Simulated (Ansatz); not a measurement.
# Fe: a surface, (110), 4 layers

What do the surfaces of Fe (110), 4 layers cost, and how tightly do they hold an electron? The runs shown use PAW. Its runs: bulk cell relaxed (PAW); bulk in the slab's orientation (PAW); the reference run (PAW); atoms relaxed (PAW); no images along the normal (PAW).

Computed with Ansatz 0.2.0 (DFT, PBE, PAW with Ansatz's default frozen-core files, scalar-relativistic, unless a step's input says otherwise).

## Step 1: The starting structure

Symmetry: Im-3m, No. 229, cubic system. Conventional cell: a = 2.833 Å, b = 2.833 Å, c = 2.833 Å, α = 90.00°, β = 90.00°, γ = 90.00°. Fe (site symmetry m-3m) is surrounded by 8 Fe at 2.45 Å.

Structure file:

```cif
data_structure
_symmetry_space_group_name_H-M 'Im-3m'
_symmetry_Int_Tables_number 229
_cell_length_a 2.8326
_cell_length_b 2.8326
_cell_length_c 2.8326
_cell_angle_alpha 90.000
_cell_angle_beta 90.000
_cell_angle_gamma 90.000
_cell_volume 22.73
loop_
_atom_site_label
_atom_site_type_symbol
_atom_site_symmetry_multiplicity
_atom_site_Wyckoff_symbol
_atom_site_fract_x
_atom_site_fract_y
_atom_site_fract_z
_atom_site_occupancy
Fe1 Fe 2 a 0.00000 0.00000 0.00000 1
```

The file gives the conventional cell by its symmetry; the runs use the cell typed in the input.

## Step 2: Bulk cell relaxed, PAW

input.yaml reads:

```yaml
crystal:
  lattice:
    - [-1.4163059443, 1.4163059443, 1.4163059443]
    - [1.4163059443, -1.4163059443, 1.4163059443]
    - [1.4163059443, 1.4163059443, -1.4163059443]
  atoms:
    - { symbol: Fe, position: [0.0, 0.0, 0.0], spin: 2.5 }
magnetization:
  spin_polarized: true
kpoints:
  mp_grid: { grid: [21, 21, 21] }
scf:
  occupations: { method: fermi_dirac, width: 0.1 }
hamiltonian:
  xc: pbe
  pseudopotentials: { kind: paw }
output:
  forces: true
  stress: true
relax:
  f_tol: 0.005
  max_steps: 40
  cell: {}
```

Started as:

```sh
ansatz run input.yaml --threads 2 --pin off --max-ram 6144MiB --backend cpu --events-out ev --progress --plain --runs-dir out
```

Further steps of the session: Bulk in the slab's orientation, PAW; Slab as cut, PAW; Atoms relaxed, PAW; No images along the normal, PAW.

**Question.** What will these runs give? Wanted: surface energy; work function; outer layer spacing.

The runs gave:

| quantity | value |
| --- | --- |
| surface energy (PAW, relaxed) | 2.49 J/m² |
| work function (PAW, relaxed) | 4.80 eV |
| outer layer spacing (PAW) | 2.00 → 1.99 Å |

In words: By PAW the surface costs 2.49 J/m² as cut and 2.49 J/m² relaxed. The outermost spacing changes by -0.6 % (PAW). Thickness wasn't converged, and no reconstruction was sought. The magnetic state is the one reached from the start moments in this cell; it needn't be the ground state.
